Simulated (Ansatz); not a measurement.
## CH5AlBGa, SMILES [BH2][Ga]1[CH2][AlH]1: a rigid scan of one bond length, step by step

Computed with Ansatz's Python interface.

The cells in order, each with its output:

```python
import ansatz
import numpy as np
```

```python
BASIS = "def2-SVP"
FUNCTIONAL = "r2scan"
VDW = "d3bj"
```

```python
mol = (
    ansatz.Crystal.molecule()
    .atom("B", (-0.5891, 1.4357, -0.5756))
    .atom("Ga", (-0.8362, -0.8571, -1.0061))
    .atom("C", (1.1261, -0.3957, 0.13))
    .atom("Al", (-0.5108, -0.8704, 0.9724))
    .atom("H", (-0.7989, 1.3972, -1.7724))
    .atom("H", (-0.3189, 2.525, -0.1034))
    .atom("H", (1.9434, -0.2373, 0.9425))
    .atom("H", (1.5281, -1.2009, -0.5319))
    .atom("H", (-1.4552, -1.8429, 1.9275))
)
```

```python
symbols = [site.symbol for site in mol.cartesian_sites]
start = np.array([site.position_ang for site in mol.cartesian_sites])
axis = (start[7] - start[2]) / np.linalg.norm(start[7] - start[2])
moving = [7]
lengths, energies = [0.983, 1.028, 1.072, 1.117, 1.162, 1.207, 1.251, 1.318], []
for length in lengths:
    xyz = start.copy()
    xyz[moving] += (length - np.linalg.norm(start[7] - start[2])) * axis
    point = ansatz.Crystal.molecule()
    for symbol, xyz in zip(symbols, xyz):
        point = point.atom(symbol, xyz.tolist())
    calc = (
        point.calculation()
        .basis(gaussian=BASIS)
        .functional(FUNCTIONAL, dispersion=VDW)
    )
    data = calc.run().report
    energies.append(data["free_energy_ev"])
    print(f"r = {length:6.3f} A  E = {energies[-1]:.5f} eV  <S^2> = {abs(data['mean_field']['state']['spin_squared']):.3f}")
```

    DeckWarning: the engine holds no damping parameters fitted to this dispersion correction and functional, so the run takes those fitted to r2scan beside the three-body term, which d3bj leaves out (hamiltonian.dispersion, under Limitations)
    r =  0.983 A  E = -60751.28897 eV  <S^2> = 0.000
    r =  1.028 A  E = -60751.48114 eV  <S^2> = 0.000
    r =  1.072 A  E = -60751.56993 eV  <S^2> = 0.000
    r =  1.117 A  E = -60751.58221 eV  <S^2> = 0.000
    r =  1.162 A  E = -60751.53351 eV  <S^2> = 0.000
    r =  1.207 A  E = -60751.43861 eV  <S^2> = 0.000
    r =  1.251 A  E = -60751.31246 eV  <S^2> = 0.000
    r =  1.318 A  E = -60751.07653 eV  <S^2> = 0.000

```python
# quartic fit about the minimum
fit = np.polynomial.Polynomial.fit(lengths, np.array(energies) - min(energies), 4).convert()
roots = [r.real for r in fit.deriv().roots() if abs(r.imag) < 1e-9 and fit.deriv(2)(r.real) > 0]
r_e = min(roots, key=lambda r: abs(r - lengths[int(np.argmin(energies))]))
print(f"minimum of the fit at {r_e:.4f} A, force constant {fit.deriv(2)(r_e):.2f} eV/A^2")
```

    minimum of the fit at 1.1021 A, force constant 33.02 eV/A^2

Total energies depend on the basis set; only differences at equal settings carry meaning. Warnings are shown shortened and without file and line. The rest of the molecule is held rigid at a force-field or estimated start geometry, and the basis set is modest; single-reference methods fail as a bond breaks. The orbitals are restricted, so S² is zero by construction. A dispersion term here runs with damping parameters fitted for another variant or functional. Hardware and time: 35 s on 1 thread of Intel(R) Xeon(R) 6975P-C (Granite Rapids), with other jobs on the host, peak memory 0.24 GiB.

(Lines on the test bed's own set-up are left out of the output.)
